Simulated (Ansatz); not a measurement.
# LaC: the cost of one run

Method: DFT r²SCAN, scalar-relativistic, plane waves, PAW (the target; the first runs use scalar-relativistic PBE), in Ansatz 0.2.0.

## (1) The starting structure

It takes space group P-6m2 (No. 187, hexagonal). The conventional cell has a = 3.482 Å, b = 3.482 Å, c = 3.398 Å, α = 90.00°, β = 90.00°, γ = 120.00°. La (site symmetry -6m2) has 6 C at 2.63 Å in its first shell of neighbours. C (site symmetry -6m2) is surrounded by 6 La at 2.63 Å.

Coordinates:

```xyz
2
Lattice="3.4817 0.0000 0.0000 -1.7409 3.0153 0.0000 0.0000 0.0000 3.3980" Properties=species:S:1:pos:R:3 pbc="T T T"
La    0.0000    0.0000    0.0000
C     1.7409    1.0051    1.6990
```

## (2) Full relaxation (PBE, 6×6×6 mesh)

input.yaml reads:

```yaml
crystal:
  lattice:
    - [3.4817338276, 0.0, 0.0]
    - [-1.7408669138, 3.0152699439, 0.0]
    - [0.0, 0.0, 3.3979997163]
  atoms:
    - { symbol: La, position: [0.0, 0.0, 0.0] }
    - { symbol: C, position: [0.6666666667, 0.3333333333, 0.5] }
basis:
  ecutwfc: 420
  ecutrho_ratio: 4
kpoints:
  mp_grid: { grid: [6, 6, 6] }
hamiltonian:
  xc: pbe
scf:
  occupations: { method: gaussian, width: 0.05 }
output:
  forces: true
  stress: true
  eigenvalues: true
relax:
  f_tol: 0.03
  max_steps: 60
  cell: { stress_tol: 0.3 }
```

Run with:

```sh
$ ansatz run input.yaml --threads 2 --pin off --max-ram 2662MiB --backend cpu --events-out ev --progress --plain --runs-dir out
```

**Question.** How long does this run take on 2 threads of Arm Neoverse V2, shared host, and how much memory does it need?

About 4.2 s, with a peak of 0.31 GiB.
